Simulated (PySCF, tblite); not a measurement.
# C₃H₉BO₂Si₂: geometry, infrared bands and NMR shifts

Aim: predict the infrared bands and NMR shifts of C₃H₉BO₂Si₂ (`[SiH3]OCC1=CBO[SiH2]1`).

Programs: tblite 0.8.0 and PySCF 2.14.0, with density-fitted response routines of our own. Each step states its level of theory. These are calculated values for one molecule in the gas phase, unless marked as measured. Atoms count from 0, in the outputs and in this text.

## 1. Starting geometry

17 atoms, charge 0, multiplicity 1; geometry from: force field or distance geometry start.

Bonds of the start (Å): Si0–O1 1.70, O1–C2 1.39, C2–C3 1.47, C3–C4 1.34, C4–B5 1.54, B5–O6 1.46, O6–Si7 1.72, Si7–C3 1.87, Si0–H8 1.48, Si0–H9 1.49, Si0–H10 1.46, C2–H11 1.12, C2–H12 1.11, C4–H13 1.10, B5–H14 1.20, Si7–H15 1.45, Si7–H16 1.47.

## 2. Relaxing the molecule with GFN2-xTB

The job: settings as JSON, then the geometry in Å.

```
{"job": {"kind": "relax", "xc": "GFN2-xTB", "basis": "xTB"}, "charge": 0, "multiplicity": 1}
Si    -3.143200    -0.468700     0.395800
O     -1.479300    -0.298900     0.696200
C     -0.744100     0.012300    -0.447200
C      0.696500     0.168500    -0.215200
C      1.378900     1.296200    -0.437700
B      2.867100     1.135800    -0.094100
O      3.127100     0.066100     0.863500
Si     1.911000    -1.084100     0.453900
H     -3.432300    -1.056000    -0.927300
H     -3.730900     0.903400     0.454300
H     -3.856500    -1.295700     1.367100
H     -0.935700    -0.851400    -1.135700
H     -1.162800     0.975200    -0.818600
H      0.959400     2.234300    -0.843100
H      3.685100     2.000200    -0.238000
H      1.404400    -1.854700     1.577000
H      2.448400    -1.870500    -0.661000
```

On the command line:

```
> OMP_NUM_THREADS=1 python probes_run.py task.json out
```

The driver reads the jobs from task.json and runs them one after another.

**Question.** This job is followed by: GFN2-xTB harmonic vibrations, gas phase; GIAO PBE0/pcSseg-1 NMR shielding, non-relativistic, gas phase. What will the session give for the following? strongest single infrared mode (GFN2-xTB); zero-point energy (GFN2-xTB); 13C shifts against TMS (PBE0/pcSseg-1); 1H shifts against TMS (PBE0/pcSseg-1, means over atoms taken as alike); 29Si shifts against TMS (PBE0/pcSseg-1); 17O shifts against H2O (PBE0/pcSseg-1); 11B shifts against BF3·OEt2 (PBE0/pcSseg-1).

The runs gave:

| quantity | value |
| --- | --- |
| strongest single infrared mode (GFN2-xTB) | 2315 cm⁻¹, 379 km/mol |
| zero-point energy (GFN2-xTB) | 69.5 kcal/mol |
| 13C shifts against TMS (PBE0/pcSseg-1) | 191.7, 149.7, 71.4 ppm |
| 1H shifts against TMS (PBE0/pcSseg-1, means over atoms taken as alike) | 7.10, 5.37, 5.34, 4.90, 4.89 ppm |
| 29Si shifts against TMS (PBE0/pcSseg-1) | -5.2, -36.8 ppm |
| 17O shifts against H2O (PBE0/pcSseg-1) | 178.7, 17.3 ppm |
| 11B shifts against BF3·OEt2 (PBE0/pcSseg-1) | 44.1 ppm |

**Reading.** Over 142 steps the energy fell by 1.105 eV; of the close pairs, B5–O6 changed most, 1.459 to 1.351 Å. No mode is imaginary among the 45: a minimum at this level. The strongest single mode, at 2315 cm⁻¹, moves mainly H15. GFN2-xTB is a fitted tight-binding method: band positions and strengths are rough. Its intensities can rank the bands wrongly. H13 (hydrogen on an alkene CH) lies farthest downfield among hydrogen, at 7.10 ppm; olefinic region. At PBE0/pcSseg-1: The largest span, 378 ppm, is at O6, where the paramagnetic term is -239 ppm.
